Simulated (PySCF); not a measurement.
# C7H12O2Si (2-(trimethylsilyloxy)furan): the cost of one run

The runs use PySCF 2.14.0, with density-fitted response routines of our own; the level of theory stands in each step. All values are computed, except where a source is named. Atoms count from 0, in the outputs and in this text.

## Step 1: The molecule as given

22 atoms, charge 0, multiplicity 1; geometry from: GFN2-xTB. The atoms were then displaced at random by about 0.01 Å, so the start is not that level's minimum.

Bonds of the start (Å): C0–Si1 1.88, Si1–C2 1.90, Si1–C3 1.87, Si1–O4 1.67, O4–C5 1.33, C5–C6 1.38, C6–C7 1.43, C7–C8 1.37, C8–O9 1.36, O9–C5 1.35, C0–H10 1.12, C0–H11 1.09, C0–H12 1.10, C2–H13 1.09, C2–H14 1.10, C2–H15 1.12, C3–H16 1.12, C3–H17 1.08, C3–H18 1.08, C6–H19 1.06, C7–H20 1.04, C8–H21 1.04.

## Step 2: Relaxing the molecule at PBE0-D3(BJ)/def2-SVP

The job: settings as JSON, then the geometry in Å.

```
{"job": {"xc": "PBE0", "basis": "def2-SVP", "d3": "d3bj", "grid": 1, "shake": 0.01, "kind": "geom"}, "charge": 0, "multiplicity": 1}
C     -1.209810     1.704440    -0.808980
Si    -1.246720    -0.053190    -0.132030
C     -1.412070    -0.021350     1.760680
C     -2.528500    -1.133710    -0.951860
O      0.138510    -0.863040    -0.601500
C      1.382900    -0.524130    -0.293310
C      2.569880    -1.136310    -0.627560
C      3.596280    -0.341880    -0.036400
C      2.954120     0.671520     0.635140
O      1.608560     0.562250     0.473250
H     -2.171420     2.240300    -0.592010
H     -0.420830     2.314830    -0.366140
H     -1.116900     1.748980    -1.900320
H     -2.347060     0.426390     2.094140
H     -1.349160    -1.033030     2.184970
H     -0.588820     0.572940     2.224980
H     -3.551810    -0.736610    -0.748460
H     -2.532250    -2.149660    -0.573010
H     -2.435240    -1.181630    -2.022770
H      2.652600    -2.010220    -1.214420
H      4.618890    -0.522700    -0.095000
H      3.323770     1.470190     1.187590
```

Launch:

```bash
$ OMP_NUM_THREADS=1 python probes_run.py task.json out
```

This one command runs all jobs of the session in turn.

Q: Estimate the wall time and peak memory of this first job on 1 thread of Intel Xeon Platinum 8488C, shared host.

About 2.5 min, with a peak of 0.89 GiB.
